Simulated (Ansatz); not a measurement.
# H2KTe: the cost of one run

Program: Ansatz 0.2.0. Level of theory: RKS LDA/def2-SVP. These are calculated values, not measurements.

### Step 1. Starting point

Bond lengths: K1–Te2 3.600 Å, Te2–H3 1.630 Å, Te2–H4 1.630 Å. Angles: K1–Te2–H3 96.0°, K1–Te2–H4 96.2°, H3–Te2–H4 88.4°.

Structure file:

```xyz
4

K     0.2675    0.0548   -2.8334
Te   -0.1405    0.7139    0.6825
H    -1.1883   -0.5031    0.9640
H     1.0612   -0.2655    1.1869
```

### Step 2. Relaxing the start

File input.yaml:

```yaml
crystal:
  periodic: [false, false, false]
  atoms:
    - { symbol: K, position_ang: [0.2675, 0.0548, -2.8334] }
    - { symbol: Te, position_ang: [-0.1405, 0.7139, 0.6825] }
    - { symbol: H, position_ang: [-1.1883, -0.5031, 0.964] }
    - { symbol: H, position_ang: [1.0612, -0.2655, 1.1869] }
total_charge: 1
basis:
  gaussian: { orbitals: def2-SVP }
hamiltonian:
  xc: lda
relax:
  f_tol: 0.02
  max_steps: 40
scf:
  lower_state_search: "off"
```

Started as:

```console
$ ansatz run input.yaml --threads 1 --pin off --max-ram 2048MiB --backend cpu --events-out ev --progress --plain --runs-dir out
```

What time and memory should one allow on 1 thread of an x86-64 CPU, shared host?

About 12 s, with a peak of 0.11 GiB.
